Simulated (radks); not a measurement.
**The first electron to leave Hf¹⁰⁺**

Hf¹⁰⁺ stands in [Kr] 4d10 4f11 5s2 5p3. From which sub-shell is an electron easiest to take? Each removal is a run of its own. The parent's configuration is the lowest that an earlier search found at this level.

The numbers are computed with radks (a radial shooting solver on a logarithmic mesh, Libxc functionals) version 1 (scalar-relativistic Kohn-Sham, r2SCAN, spin-polarised, spherical densities, finite nucleus; open shells are filled with parallel spins first), except any that are marked as measured or tabulated.

3 further runs of the same task are left out: 3 set aside as unsound or not needed.

### 1 Starting point

| Item | Value |
| --- | --- |
| element | hafnium (Z = 72) |
| charge | +10 |
| electrons | 62 |
| configuration | [Kr] 4d10 4f11 5s2 5p3 |
| nuclear rms radius | 5.347 fm |

Outer shells as boxes (Hund's rule):

Hf¹⁰⁺
```
[Kr] core
4d [↑↓][↑↓][↑↓][↑↓][↑↓]
4f [↑↓][↑↓][↑↓][↑↓][↑ ][↑ ][↑ ]
5s [↑↓]
5p [↑ ][↑ ][↑ ]
```

### 2 The parent, Hf¹⁰⁺

From an earlier run at this level the parent has E = -15046.915678 hartree and these outer levels (eV):

| level | occupation | energy (eV) |
| --- | --- | --- |
| 4d up | 5 | -400.80 |
| 4d down | 5 | -395.67 |
| 5s up | 1 | -233.97 |
| 5s down | 1 | -225.35 |
| 4f up | 7 | -203.57 |
| 4f down | 4 | -197.98 |
| 5p up | 3 | -194.04 |
| 5p down | 0 | -185.92 |

### 3 Remove 5p: [Kr] 4d10 4f11 5s2 5p2

Settings of this run:

```text
Z 72
configuration [Kr] 4d10 4f11 5s2 5p2
relativity scalar-relativistic
functional r2scan,r2scan
spin polarised
nucleus finite rms 5.347 fm
c 137.035999084
```

### 4 Remove 4f: [Kr] 4d10 4f10 5s2 5p3

Settings of this run:

```text
Z 72
configuration [Kr] 4d10 4f10 5s2 5p3
relativity scalar-relativistic
functional r2scan,r2scan
spin polarised
nucleus finite rms 5.347 fm
c 137.035999084
```

### 5 Remove 5s: [Kr] 4d10 4f11 5s1 5p3

Settings of this run:

```text
Z 72
configuration [Kr] 4d10 4f11 5s1 5p3
relativity scalar-relativistic
functional r2scan,r2scan
spin polarised
nucleus finite rms 5.347 fm
c 137.035999084
```

### 6 Remove 4d: [Kr] 4d9 4f11 5s2 5p3

Settings of this run:

```text
Z 72
configuration [Kr] 4d9 4f11 5s2 5p3
relativity scalar-relativistic
functional r2scan,r2scan
spin polarised
nucleus finite rms 5.347 fm
c 137.035999084
```

What does the calculation give? Wanted: for each run, case; final configuration; Δ-SCF; −ε of the level emptied.

As calculated:

| case | final configuration | Δ-SCF (eV) | −ε of the level emptied (eV) |
| --- | --- | --- | --- |
| remove 5p | [Kr] 4d10 4f11 5s2 5p2 | 203.36 | 194.04 |
| remove 4f | [Kr] 4d10 4f10 5s2 5p3 | 213.47 | 197.98 |
| remove 5s | [Kr] 4d10 4f11 5s1 5p3 | 234.56 | 225.35 |
| remove 4d | [Kr] 4d9 4f11 5s2 5p3 | 411.74 | 395.67 |

The 5p electron leaves first, at 203.36 eV; the next cheapest, 4f, costs 213.47 eV. 5p is also the highest occupied level of the parent. NIST lists 209 eV (theoretical); its ground configuration differs from the one found lowest here for the parent and the ion. Open shells are spherical and high-spin; term and fine-structure splittings are not resolved. Spin-orbit splitting is averaged out at the scalar-relativistic level.
